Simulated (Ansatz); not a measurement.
**C₂H₄SSeSi: up Jacob's ladder to CCSD(T)**

The task here is to estimate one member of a computed series from the others.

Program: Ansatz 0.2.0, Gaussian basis. Level of theory: functionals in def2-TZVPP, the program's frozen cores in correlated methods. These are calculated values, not measurements.

Plan: LDA (SPW92), PBE-D4, revPBE-D4, BLYP-D4, r2SCAN-D4, B97M-V, PBE0-D4, B3LYP-D4, r2SCANh-D4, r2SCAN0-D4, HSE06-D4, BHLYP-D4, CAM-B3LYP-D4, LC-ωPBE, ωB97X-V, ωB97M-V, B2PLYP, PBE-QIDH; CCSD(T)/def2-SVP; CCSD(T)/def2-TZVPP; MP2/def2-QZVPP; extrapolation to the limit; RPA on PBE.

### The geometry

The geometry comes from an earlier relaxation with PBE0-D4 in a triple-zeta def2 set; it is a stationary point, not always the lowest conformer.

9 atoms, charge 0, spin multiplicity 1.

Atoms are counted from 1 here; the program's logs count them from 0.

Bond lengths: S1–C2 1.745 Å, S1–H6 1.343 Å, C2–C3 1.343 Å, C2–Si5 1.857 Å, C3–Se4 1.932 Å, C3–H7 1.086 Å, Se4–Si5 2.299 Å, Si5–H8 1.484 Å, Si5–H9 1.483 Å. Angles: C2–S1–H6 97.1°, S1–C2–C3 125.1°, S1–C2–Si5 136.5°, C3–C2–Si5 97.9°, C2–C3–Se4 111.2°, C2–C3–H7 128.3°, Se4–C3–H7 120.5°, C3–Se4–Si5 69.7°, C2–Si5–Se4 81.1°, C2–Si5–H8 116.9°, C2–Si5–H9 116.0°, Se4–Si5–H8 115.7°, Se4–Si5–H9 115.0°, H8–Si5–H9 109.8°.

The first run:

File in.yaml:

```yaml
crystal:
  periodic: [false, false, false]
  atoms:
    - {symbol: S, position_ang: [0.451262, 2.205166, -0.207432]}
    - {symbol: C, position_ang: [0.308567, 0.465921, -0.174152]}
    - {symbol: C, position_ang: [1.238396, -0.392843, -0.621762]}
    - {symbol: Se, position_ang: [0.747995, -2.220512, -0.230928]}
    - {symbol: Si, position_ang: [-0.838852, -0.775903, 0.593205]}
    - {symbol: H, position_ang: [-0.858683, 2.476898, -0.320965]}
    - {symbol: H, position_ang: [2.175657, -0.169208, -1.123461]}
    - {symbol: H, position_ang: [-2.192579, -0.898213, -0.003601]}
    - {symbol: H, position_ang: [-0.943263, -0.737606, 2.071997]}
basis:
  gaussian: {orbitals: def2-TZVPP}
hamiltonian: {xc: lda}
output: {orbitals: {seedname: orbitals}}
```

Run with:

```sh
> ansatz run in.yaml --threads 4 --pin off --events-out ev --progress --plain --max-ram 10444MiB
```

Among the steps run: LDA; PBE-D4 (GGA); revPBE-D4 (GGA); BLYP-D4 (GGA); r2SCAN-D4 (meta-GGA); B97M-V (meta-GGA); B3LYP-D4 (hybrid); r2SCANh-D4 (hybrid); r2SCAN0-D4 (hybrid); HSE06-D4 (hybrid); BHLYP-D4 (hybrid); CAM-B3LYP-D4 (range-separated); LC-ωPBE (range-separated); ωB97X-V (range-separated); ωB97M-V (range-separated); B2PLYP (double hybrid); PBE-QIDH (double hybrid).

One table of the session follows, with a row left open; its other results are not shown here.

```
  functional  HOMO (eV)  gap (eV)
 LDA (SPW92)      -5.19      3.30
      PBE-D4      -5.04      3.35
   revPBE-D4      -4.99      3.38
     BLYP-D4      -4.86      3.34
   r2SCAN-D4      -5.24      3.69
      B97M-V      -5.32      3.80
     PBE0-D4      -6.07      5.28
    B3LYP-D4      -5.84      4.88
  r2SCANh-D4      -5.62      4.41
  r2SCAN0-D4      -6.20      5.49
    HSE06-D4      -5.68      4.51
    BHLYP-D4      -6.93      7.08
CAM-B3LYP-D4      -7.26      7.52
     LC-ωPBE          ?         ?
     ωB97X-V      -8.23      9.50
     ωB97M-V      -8.10      9.09
```

**Question.** Estimate the row for LC-ωPBE.

The run gave: HOMO (eV): -8.57; gap (eV): 9.98. In the column «HOMO (eV)» it is the lowest.

Caveats from the session: All levels share the lack of spin-orbit coupling, which lowers the free heavy atoms and so the true binding.
